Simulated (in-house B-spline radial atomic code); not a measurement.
**Si⁸⁺: ionisation energy by several methods**

Aim: the ionisation energy of Si⁸⁺ by several methods, each as the difference of two self-consistent energies (Si⁸⁺ and the next ion, [He] 2s2 2p1).

Method: Dirac-Coulomb, several functionals; spherical all-electron atom at the radial basis limit. Code: in-house B-spline radial atomic code version 1.

### 1 The system

* element: silicon (Z = 14)
* charge: +8
* electrons: 6
* configuration: [He] 2s2 2p2
* nucleus: Fermi, rms radius 3.122 fm

Outer shells as boxes (Hund's rule):

[He] 2s2 2p2
```
[He] core
2s [↑↓]
2p [↑ ][↑ ][  ]
```

The boxes only draw the filling; these runs are spin-restricted and spherical.

### 2 BP86

Input settings:

```ini
Z = 14
electrons = 6.0
configuration = [He] 2s2 2p2
hamiltonian = dirac
method = b88,p86
spin_polarised = False
nucleus = fermi
rms_radius = 3.1224
mass_number = 28
atomic_mass = 27.97692653442
speed_of_light = 137.035999084
```

The program writes no log. Results of the run, from its result record (rounded, main fields):

```text
{
  "status": "converged",
  "scf [iteration, energy, orbital gradient]": [
    [1, -250.085806128, 0.568],
    [2, -252.022367019, 0.0686],
    [3, -252.053659367, 0.0291],
    [4, -252.059534761, 0.0123],
    [5, -252.060846565, 0.00187],
    [6, -252.060873415, 7.63e-06],
    [7, -252.060873415, 2.13e-07]
  ],
  "energy [hartree]": {"total": -252.060873415, "kinetic": 253.152744155, "nuclear": -544.620094442, "coulomb": 53.4068138429, "xc": -14.0003369704},
  "breit [hartree]": {"gaunt": 0.04799427, "retardation": -0.002187737, "frequency_dependence": -1.258307e-05},
  "qed [hartree]": {"self_energy": 0.03889378, "uehling": -0.002405664, "wichmann_kroll": 4.412711e-06},
  "recoil [hartree]": 0.00455894,
  "total_with_corrections [hartree]": -251.974027997,
  "orbitals [hartree, bohr; first row names the columns]": [
    ["name", "occ", "eps", "<r>", "<r^2>", "<1/r>", "r_max", "density_at_nucleus", "small_component", "breit_shift", "self_energy", "hyperfine_A/g_I (MHz)"],
    ["1s1/2", 2.0, -76.176183, 0.11081, 0.01651, 13.678, 0.072514, 888.34, 0.0024724, 0.038832, 0.017724, 670230.0],
    ["2s1/2", 2.0, -13.203333, 0.50365, 0.29795, 2.9262, 0.42418, 80.997, 0.00045057, 0.0032472, 0.0017023, 60971.0],
    ["2p1/2", 0.66667, -11.915817, 0.44705, 0.24371, 2.8553, 0.34741, 0.11422, 0.00043184, 0.0050144, -3.4991e-05, 17185.0],
    ["2p3/2", 1.3333, -11.881798, 0.44854, 0.24519, 2.8418, 0.34867, "-", 0.0004303, 0.0030835, 4.87e-05, 3378.6]
  ],
  "sum_r [bohr^k]": {"-1": 38.90145, "1": 2.124988, "2": 1.118313},
  "density_at_nucleus [bohr^-3]": 1938.741,
  "ionisation_energy [hartree]": 12.8078191,
  "ionisation_energy_with_corrections [hartree]": 12.8051182
}
```

It took 0.48 s on 1 thread, shared host.

The run also solves the next ion with the same method; the record keeps the difference, ionisation_energy.

### 3 RPBE

Changes to the settings of step 2:

```diff
@@ -4,3 +4,3 @@
 hamiltonian = dirac
-method = b88,p86
+method = rpbe,pbe
 spin_polarised = False
```

Main fields:

```text
{
  "status": "converged",
  "scf [iteration, energy, orbital gradient]": [
    [1, -250.088141966, 0.573],
    [2, -252.012000281, 0.0592],
    [3, -252.042989614, 0.0251],
    [4, -252.048786094, 0.0106],
    [5, -252.050065901, 0.00179],
    [6, -252.050093944, 1.4e-05],
    [7, -252.050093945, 4.29e-07],
    [8, -252.050093945, 3.59e-09]
  ],
  "energy [hartree]": {"total": -252.050093945, "kinetic": 253.106037539, "nuclear": -544.551431638, "coulomb": 53.382114469, "xc": -13.9868143159},
  "breit [hartree]": {"gaunt": 0.04797901, "retardation": -0.002181161, "frequency_dependence": -1.253978e-05},
  "qed [hartree]": {"self_energy": 0.03889321, "uehling": -0.002405667, "wichmann_kroll": 4.412752e-06},
  "recoil [hartree]": 0.004559886,
  "total_with_corrections [hartree]": -251.963256799,
  "orbitals [hartree, bohr; first row names the columns]": [
    ["name", "occ", "eps", "<r>"],
    ["1s1/2", 2.0, -76.158666, 0.11078],
    ["2s1/2", 2.0, -13.201328, 0.50391],
    ["2p1/2", 0.66667, -11.904023, 0.44774],
    ["2p3/2", 1.3333, -11.870128, 0.44923]
  ],
  "sum_r [bohr^k]": {"-1": 38.89654, "1": 2.126838, "2": 1.120976},
  "ionisation_energy [hartree]": 12.7949353,
  "ionisation_energy_with_corrections [hartree]": 12.7922382
}
```

Wall time 0.52 s (1 thread, shared host).

### 4 LDA (VWN5)

Changes to the settings of step 3:

```diff
@@ -4,3 +4,3 @@
 hamiltonian = dirac
-method = rpbe,pbe
+method = lda,vwn
 spin_polarised = False
```

Main fields:

```text
{
  "status": "converged",
  "scf [iteration, energy, orbital gradient]": [
    [1, -248.981844046, 0.54],
    [2, -250.851606913, 0.0813],
    [3, -250.886247254, 0.0343],
    [4, -250.892625088, 0.0145],
    [5, -250.894009802, 0.00225],
    [6, -250.89404194, 8.21e-06],
    [7, -250.894041941, 6.11e-08]
  ],
  "energy [hartree]": {"total": -250.894041941, "kinetic": 251.728559534, "nuclear": -543.117256163, "coulomb": 53.2932671409, "xc": -12.7986124521},
  "breit [hartree]": {"gaunt": 0.04761262, "retardation": -0.002187808, "frequency_dependence": -1.253042e-05},
  "qed [hartree]": {"self_energy": 0.03853176, "uehling": -0.002383212, "wichmann_kroll": 4.372069e-06},
  "recoil [hartree]": 0.004535012,
  "total_with_corrections [hartree]": -250.807941733,
  "orbitals [hartree, bohr; first row names the columns]": [
    ["name", "occ", "eps", "<r>"],
    ["1s1/2", 2.0, -75.833339, 0.11121],
    ["2s1/2", 2.0, -13.15358, 0.50529],
    ["2p1/2", 0.66667, -11.904925, 0.44722],
    ["2p3/2", 1.3333, -11.870928, 0.44871]
  ],
  "sum_r [bohr^k]": {"-1": 38.7941, "1": 2.129413, "2": 1.123424},
  "ionisation_energy [hartree]": 12.7967084,
  "ionisation_energy_with_corrections [hartree]": 12.7940155
}
```

Run time: 0.69 s. Hardware: 1 thread, shared host.

### 5 PBEsol

Changes to the settings of step 4:

```diff
@@ -4,3 +4,3 @@
 hamiltonian = dirac
-method = lda,vwn
+method = pbesol
 spin_polarised = False
```

Main fields:

```text
{
  "status": "converged",
  "scf [iteration, energy, orbital gradient]": [
    [1, -249.49711132, 0.558],
    [2, -251.391704346, 0.0689],
    [3, -251.42342728, 0.0292],
    [4, -251.429348153, 0.0124],
    [5, -251.430656626, 0.00187],
    [6, -251.430684818, 7.99e-06],
    [7, -251.430684819, 1.22e-07]
  ],
  "energy [hartree]": {"total": -251.430684819, "kinetic": 252.44477153, "nuclear": -543.862136495, "coulomb": 53.3380647591, "xc": -13.3513846135},
  "breit [hartree]": {"gaunt": 0.04779949, "retardation": -0.002182333, "frequency_dependence": -1.25215e-05},
  "qed [hartree]": {"self_energy": 0.03872277, "uehling": -0.002395087, "wichmann_kroll": 4.393586e-06},
  "recoil [hartree]": 0.004547027,
  "total_with_corrections [hartree]": -251.344201086,
  "orbitals [hartree, bohr; first row names the columns]": [
    ["name", "occ", "eps", "<r>"],
    ["1s1/2", 2.0, -75.987056, 0.11097],
    ["2s1/2", 2.0, -13.172358, 0.50446],
    ["2p1/2", 0.66667, -11.894665, 0.44754],
    ["2p3/2", 1.3333, -11.860761, 0.44903]
  ],
  "sum_r [bohr^k]": {"-1": 38.84731, "1": 2.127943, "2": 1.121786},
  "ionisation_energy [hartree]": 12.7853301,
  "ionisation_energy_with_corrections [hartree]": 12.7826381
}
```

Wall time 0.49 s (1 thread, shared host).

### 6 PBE

Changes to the settings of step 5:

```diff
@@ -4,3 +4,3 @@
 hamiltonian = dirac
-method = pbesol
+method = pbe,pbe
 spin_polarised = False
```

Main fields:

```text
{
  "status": "converged",
  "scf [iteration, energy, orbital gradient]": [
    [1, -249.945031739, 0.565],
    [2, -251.868433285, 0.0657],
    [3, -251.900937361, 0.0279],
    [4, -251.906985666, 0.0118],
    [5, -251.908313751, 0.00191],
    [6, -251.90834338, 9.85e-06],
    [7, -251.908343381, 2.89e-07],
    [8, -251.908343381, 3.88e-09]
  ],
  "energy [hartree]": {"total": -251.908343381, "kinetic": 252.963152499, "nuclear": -544.410136732, "coulomb": 53.3799560758, "xc": -13.8413152236},
  "breit [hartree]": {"gaunt": 0.04794632, "retardation": -0.002186317, "frequency_dependence": -1.25686e-05},
  "qed [hartree]": {"self_energy": 0.03885415, "uehling": -0.002403215, "wichmann_kroll": 4.408283e-06},
  "recoil [hartree]": 0.004556083,
  "total_with_corrections [hartree]": -251.821584518,
  "orbitals [hartree, bohr; first row names the columns]": [
    ["name", "occ", "eps", "<r>"],
    ["1s1/2", 2.0, -76.133699, 0.11085],
    ["2s1/2", 2.0, -13.193647, 0.50413],
    ["2p1/2", 0.66667, -11.909692, 0.4474],
    ["2p3/2", 1.3333, -11.875699, 0.44889]
  ],
  "sum_r [bohr^k]": {"-1": 38.88645, "1": 2.12673, "2": 1.12082},
  "ionisation_energy [hartree]": 12.8023972,
  "ionisation_energy_with_corrections [hartree]": 12.7996954
}
```

Wall time 0.52 s (1 thread, shared host).

### 7 LDA (PW92)

Changes to the settings of step 6:

```diff
@@ -4,3 +4,3 @@
 hamiltonian = dirac
-method = pbe,pbe
+method = lda,pw
 spin_polarised = False
```

Main fields:

```text
{
  "status": "converged",
  "scf [iteration, energy, orbital gradient]": [
    [1, -248.979244733, 0.54],
    [2, -250.848901921, 0.0813],
    [3, -250.883544928, 0.0343],
    [4, -250.889923096, 0.0145],
    [5, -250.891307826, 0.00225],
    [6, -250.891339971, 8.22e-06],
    [7, -250.891339972, 6.1e-08]
  ],
  "energy [hartree]": {"total": -250.891339972, "kinetic": 251.728028244, "nuclear": -543.116560075, "coulomb": 53.2930700386, "xc": -12.79587818},
  "breit [hartree]": {"gaunt": 0.04761252, "retardation": -0.002187787, "frequency_dependence": -1.253033e-05},
  "qed [hartree]": {"self_energy": 0.03853176, "uehling": -0.002383213, "wichmann_kroll": 4.372069e-06},
  "recoil [hartree]": 0.004534962,
  "total_with_corrections [hartree]": -250.80523989,
  "orbitals [hartree, bohr; first row names the columns]": [
    ["name", "occ", "eps", "<r>"],
    ["1s1/2", 2.0, -75.832926, 0.11121],
    ["2s1/2", 2.0, -13.15312, 0.50529],
    ["2p1/2", 0.66667, -11.904451, 0.44722],
    ["2p3/2", 1.3333, -11.870455, 0.44871]
  ],
  "sum_r [bohr^k]": {"-1": 38.79405, "1": 2.129427, "2": 1.123443},
  "ionisation_energy [hartree]": 12.7962328,
  "ionisation_energy_with_corrections [hartree]": 12.7935399
}
```

Run time: 0.49 s. Hardware: 1 thread, shared host.

### 8 Results

| method | rung | total energy (hartree) | ΔSCF (eV) | with Breit, QED, recoil (eV) | −ε highest (eV) | corrected ΔSCF less tabulated (eV) |
| --- | --- | --- | --- | --- | --- | --- |
| LDA (VWN5) | LDA | -250.8940 | 348.22 | 348.14 | 323.02 (2p3/2) | -3.14 |
| LDA (PW92) | LDA | -250.8913 | 348.20 | 348.13 | 323.01 (2p3/2) | -3.15 |
| BP86 | GGA | -252.0609 | 348.52 | 348.45 | 323.32 (2p3/2) | -2.83 |
| RPBE | GGA | -252.0501 | 348.17 | 348.09 | 323.00 (2p3/2) | -3.19 |
| PBEsol | GGA | -251.4307 | 347.91 | 347.83 | 322.75 (2p3/2) | -3.45 |
| PBE | GGA | -251.9083 | 348.37 | 348.30 | 323.15 (2p3/2) | -2.98 |

The tabulated ionisation energy is 351.28 ± 0.06 eV (semi-empirical; NIST Atomic Spectra Database). BP86 comes nearest (-2.83 eV) and PBEsol is farthest (-3.45 eV, 0.98 %). All methods miss on the same side by much the same amount, which points to something that they share. PBE is off by -2.98 eV. Open shells are averaged (over orientations, and over spins where the run is restricted), while tables refer to the lowest levels. For the semilocal functionals minus the highest level recovers only 93 % of their own ΔSCF value, a mark of self-interaction.

Members of this set that are not shown: 8 used exact exchange with fractional occupations of an open shell, which is unsound here.

Cost against accuracy (CPU time on one thread of a shared host; * marks runs that also wrote radial tables):

| method | CPU time | miss (eV) |
| --- | --- | --- |
| BP86 | 0.48 s | -2.83 |
| LDA (PW92) | 0.49 s | -3.15 |
| PBEsol | 0.49 s | -3.45 |
| RPBE | 0.52 s | -3.19 |
| PBE | 0.52 s | -2.98 |
| LDA (VWN5) | 0.69 s | -3.14 |
